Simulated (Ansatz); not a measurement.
# C2H2B2: the cost of one run

Computed with Ansatz 0.2.0 (CCSD(T) on Hartree-Fock, Gaussian basis cc-pVTZ, unless a step's input says otherwise).

### Step 1. The system as given

Bond lengths: C1–C2 1.440 Å, C1–B3 1.443 Å, C2–B3 1.443 Å, C1–B4 1.443 Å, C2–B4 1.443 Å, B3–H5 1.180 Å, B4–H6 1.180 Å. Angles: C1–C2–B3 60.1°, C1–C2–B4 60.1°, B3–C2–B4 120.1°, C2–C1–B3 60.1°, C2–C1–B4 60.1°, B3–C1–B4 120.1°, C1–B3–C2 59.9°, C1–B3–H5 150.1°, C2–B3–H5 150.1°, C1–B4–C2 59.9°, C1–B4–H6 150.1°, C2–B4–H6 150.1°.

As a file:

```xyz
6

C     0.7200    0.0000    0.0000
C    -0.7200    0.0000    0.0000
B     0.0000    1.2500    0.0000
B     0.0000   -1.2500    0.0000
H     0.0000    2.4300    0.0000
H     0.0000   -2.4300    0.0000
```

### Step 2. Relaxing the atoms: C2H2B2

File input.yaml:

```yaml
relax:
  f_tol: 0.001
  max_steps: 200
crystal:
  periodic: [false, false, false]
  atoms:
    - { symbol: C, position_ang: [0.72, 0.0, 0.0] }
    - { symbol: C, position_ang: [-0.72, 0.0, 0.0] }
    - { symbol: B, position_ang: [0.0, 1.25, 0.0] }
    - { symbol: B, position_ang: [0.0, -1.25, 0.0] }
    - { symbol: H, position_ang: [0.0, 2.43, 0.0] }
    - { symbol: H, position_ang: [0.0, -2.43, 0.0] }
basis:
  gaussian: { orbitals: cc-pVTZ }
hamiltonian:
  xc: hf
correlation:
  method: ccsd_t
```

The run is started by

```
$ ansatz run input.yaml --threads 8 --pin off --max-ram 12288MiB --backend cpu --events-out ev --progress --plain --runs-dir out
```

Q: Estimate wall time and peak memory on 8 threads of Arm Neoverse N1, shared host.

About 3.3 min, with a peak of 2.2 GiB.
